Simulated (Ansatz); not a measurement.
Predict the output of the script below (Ansatz's Python interface).

The script, `opt_ch6fgensi.py`:
```python
# -*- coding: utf-8 -*-
"""Geometry optimisation of CH6FGeNSi."""

import warnings

import ansatz as az
from ase import Atoms
import numpy as np

BASIS = "def2-SVP"
XC = "PBE0"


def main():
    warnings.simplefilter("ignore", az.DeckWarning)

    atoms = Atoms(["F", "Ge", "N", "C", "Si", "H", "H", "H", "H", "H", "H"], positions=[
        [-2.8634, 0.7858, 0.644],
        [-1.3768, 1.6738, 0.62],
        [-0.0229, 0.4453, 0.5681],
        [0.2035, -0.3794, -0.3892],
        [1.5206, -1.606, -0.4021],
        [-1.291, 2.5991, -0.635],
        [-1.2255, 2.549, 1.9017],
        [-0.539, -0.3795, -1.2168],
        [0.9798, -2.9482, -0.3519],
        [2.3439, -1.4057, 0.8427],
        [2.3361, -1.3911, -1.5608],
    ])
    system = az.Crystal.molecule_from_ase(atoms)

    setup = system.calculation().basis(gaussian=BASIS).functional(XC)
    symbols = [site.symbol for site in system.cartesian_sites]
    start = np.array([site.position_ang for site in system.cartesian_sites], dtype=float)
    def progress(event):
        if event["event"] == "relax_step":
            row = event["data"]
            print(f"step {row['step']:3d}  E = {row['lagrangian_ev']:.6f} eV  max force {row['allowed_force_max_ev_ang']:.4f} eV/A")


    summary = setup.relax(force_tolerance=0.005).session().plan().execute(on_event=progress).report
    end = np.array(summary["positions_ang"])

    print("reference energy %16.6f eV" % summary["reference_energy_ev"])
    print("total energy     %16.6f eV" % summary["free_energy_ev"])
    print("occupied (up, down):", summary["n_occupied"], " virtual:", summary["n_virtual"], " frozen:", summary["n_frozen"])

    print("final positions (A) and the move of each atom")
    for symbol, xyz, old in zip(symbols, end, start):
        print(f"{symbol:2s} {xyz[0]:10.5f} {xyz[1]:10.5f} {xyz[2]:10.5f}   {np.linalg.norm(xyz - old):7.4f}")
    with open("ch6fgensi_opt.xyz", "w") as handle:
        handle.write(f"{len(symbols)}\nrelaxed CH6FGeNSi\n")
        handle.writelines(f"{s:2s} {x:11.6f} {y:11.6f} {z:11.6f}\n" for s, (x, y, z) in zip(symbols, end))


if __name__ == "__main__":
    main()
```

```console
$ python opt_ch6fgensi.py
step   1  E = -69707.164417 eV  max force 2.7946 eV/A
step   2  E = -69707.367995 eV  max force 2.0500 eV/A
step   3  E = -69707.447088 eV  max force 1.0989 eV/A
step   4  E = -69707.364915 eV  max force 1.1095 eV/A
step   5  E = -69707.480902 eV  max force 0.1370 eV/A
step   6  E = -69707.486599 eV  max force 0.1045 eV/A
step   7  E = -69707.501119 eV  max force 0.1692 eV/A
step   8  E = -69707.516183 eV  max force 0.5484 eV/A
step   9  E = -69707.544630 eV  max force 0.5038 eV/A
step  10  E = -69707.551924 eV  max force 1.2928 eV/A
step  11  E = -69707.592894 eV  max force 0.5527 eV/A
step  12  E = -69707.603594 eV  max force 0.2882 eV/A
step  13  E = -69707.607040 eV  max force 0.0951 eV/A
step  14  E = -69707.610011 eV  max force 0.0485 eV/A
step  15  E = -69707.610797 eV  max force 0.0219 eV/A
step  16  E = -69707.611366 eV  max force 0.0616 eV/A
step  17  E = -69707.611823 eV  max force 0.0481 eV/A
step  18  E = -69707.612265 eV  max force 0.1246 eV/A
step  19  E = -69707.612579 eV  max force 0.0983 eV/A
step  20  E = -69707.613246 eV  max force 0.0606 eV/A
step  21  E = -69707.613587 eV  max force 0.0166 eV/A
step  22  E = -69707.613766 eV  max force 0.0176 eV/A
step  23  E = -69707.613746 eV  max force 0.0559 eV/A
step  24  E = -69707.613945 eV  max force 0.0105 eV/A
step  25  E = -69707.613963 eV  max force 0.0258 eV/A
step  26  E = -69707.613981 eV  max force 0.0302 eV/A
step  27  E = -69707.614059 eV  max force 0.0017 eV/A
reference energy    -69707.614091 eV
total energy        -69707.614091 eV
occupied (up, down): [37, 37]  virtual: [85, 85]  frozen: 0
final positions (A) and the move of each atom
F    -2.64479    1.08656   -0.30830    1.0223
Ge   -1.30339    1.78295    0.57712    0.1384
N     0.13661    0.63872    0.42470    0.2888
C     0.05860   -0.44654   -0.23654    0.2209
Si    1.56477   -1.60599   -0.37470    0.0520
H    -0.96540    3.12153   -0.08726    0.8240
H    -1.72778    1.87785    2.04624    0.8507
H    -0.87986   -0.75475   -0.75224    0.6876
H     1.19524   -2.94931    0.16992    0.5646
H     2.71381   -1.03412    0.38043    0.6990
H     1.91749   -1.77380   -1.81869    0.6231
```

File `ch6fgensi_opt.xyz` afterwards:
```text
11
relaxed CH6FGeNSi
F    -2.644795    1.086562   -0.308299
Ge   -1.303387    1.782951    0.577124
N     0.136609    0.638719    0.424702
C     0.058596   -0.446541   -0.236540
Si    1.564769   -1.605994   -0.374700
H    -0.965397    3.121527   -0.087259
H    -1.727778    1.877846    2.046244
H    -0.879856   -0.754751   -0.752238
H     1.195240   -2.949308    0.169925
H     2.713805   -1.034115    0.380430
H     1.917493   -1.773796   -1.818688
```

Total energies depend on the basis set; only differences at equal settings carry meaning. The end point is the stationary point reached from this start; no frequency run checks that it is a minimum, and the basis set is modest. It ran for 3.5 min on 1 thread of Arm Neoverse V2, with other jobs on the host, peak memory 0.39 GiB.

(A comment or docstring line of the script was reworded after the run, the code is as it ran; lines on the test bed's own set-up are left out of the output.)
